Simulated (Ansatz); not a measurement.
# Al2Ru: a response run at many settings

The task, for Al2Ru: find the equilibrium cell, relax to small forces and stress and test how the response depends on the settings, sound and unsound.

Computed with Ansatz 0.2.0 (DFT LDA, scalar-relativistic, plane waves, PAW, unless a step's input says otherwise).

1 further run of the same task is left out (it didn't finish).

**1. Starting point**

Symmetry: I4/mmm, No. 139, tetragonal system. Conventional cell: a = 3.121 Å, b = 3.121 Å, c = 8.444 Å, α = 90.00°, β = 90.00°, γ = 90.00°. Al (site symmetry 4mm) has 5 Ru at 2.58 to 2.88 Å and 5 Al at 2.69 Å as nearest neighbours. Ru (site symmetry 4/mmm) has 10 Al at 2.58 to 2.88 Å as nearest neighbours.

As a file:

```cif
data_structure
_symmetry_space_group_name_H-M 'I4/mmm'
_symmetry_Int_Tables_number 139
_cell_length_a 3.1208
_cell_length_b 3.1208
_cell_length_c 8.4436
_cell_angle_alpha 90.000
_cell_angle_beta 90.000
_cell_angle_gamma 90.000
_cell_volume 82.24
loop_
_atom_site_label
_atom_site_type_symbol
_atom_site_symmetry_multiplicity
_atom_site_Wyckoff_symbol
_atom_site_fract_x
_atom_site_fract_y
_atom_site_fract_z
_atom_site_occupancy
Al1 Al 4 e 0.50000 0.50000 0.15920 1
Ru1 Ru 2 a 0.00000 0.00000 0.00000 1
```

Source of the structure: the Materials Project (structure only).

(A quick probe on a coarse mesh, which set the mesh and smearing, is not shown.)

**3. Relaxing cell and atoms**

File input.yaml:

```yaml
crystal:
  lattice:
    - [-1.56042162, 1.56042162, 4.22180559]
    - [1.56042162, -1.56042162, 4.22180559]
    - [1.56042162, 1.56042162, -4.22180559]
  atoms:
    - { symbol: Al, position: [0.65920219, 0.65920219, 0.0] }
    - { symbol: Al, position: [0.34079781, 0.34079781, 0.0] }
    - { symbol: Ru, position: [0.0, 0.0, 0.0] }
basis:
  ecutwfc: 420
kpoints:
  mp_grid: { grid: [18, 18, 18] }
hamiltonian:
  xc: lda
scf:
  occupations: { method: gaussian, width: 0.1 }
output:
  forces: true
  stress: true
  eigenvalues: true
relax:
  adjacent_minimum: "off"
  f_tol: 0.005
  max_steps: 80
  cell: { stress_tol: 0.05 }
```

Started as:

```console
> ansatz run input.yaml --threads 1 --pin off --max-ram 3072MiB --backend cpu --events-out ev --progress --plain --runs-dir out
```

Further runs follow: a stricter relaxation, with the smearing for a metal; the reference run: elastic constants; changed: collinear spin with fixed occupations; changed: cutoff 300 eV; trial: strain amplitude 0.05; the same with cutoff 500 eV; trial: strain amplitude 0.02; trial: at most 2 SCF cycles.

Q: Predict the outcome of this session. Wanted: relaxed cell; volume; formation energy; C11, C12, C44; C33, C13, C66; B, G, E; Poisson ratio; Debye temperature; settings tried.

As calculated:

```
                                                               quantity                                                                      value
                                            relaxed cell (conventional)  a = 3.102 Å, b = 3.102 Å, c = 8.342 Å, α = 90.00°, β = 90.00°, γ = 90.00°
                                                   space group (0.01 Å)                                                           I4/mmm (No. 139)
                                                                 volume                                                              13.38 Å³/atom
formation energy (elements from runs with the same settings, not shown)                                                              -0.67 eV/atom
                                            C11, C12, C44 (relaxed-ion)                                                          307, 134, 173 GPa
                                            C33, C13, C66 (relaxed-ion)                                                          296, 124, 135 GPa
                                           B, G, E (Hill) (relaxed-ion)                                                          186, 126, 308 GPa
                                            Poisson ratio (relaxed-ion)                                                                       0.22
                                                      Debye temperature                                                                      615 K
                                                         settings tried                                                                          6
                                                       without a result                                                                          2
                                                          largest shift                                           10.1 GPa (strain amplitude 0.05)
```

In words: The relaxed volume is 2.4 % smaller than at the start. 3 runs did not end normally (not converged, refused, timeout), so the aim is met only in part. The tensor is positive definite (least eigenvalue 135 GPa), so the crystal resists every homogeneous strain. The setting that moves the result most is this one: strain amplitude 0.05, by 10.1 GPa. Finer settings test the reference itself: cutoff 500 eV shifts it by 0.1 GPa. No result came from: collinear spin with fixed occupations (refused); at most 2 SCF cycles (not converged). In some runs cutoff or mesh lie under the advised values, so their numbers carry a basis error.
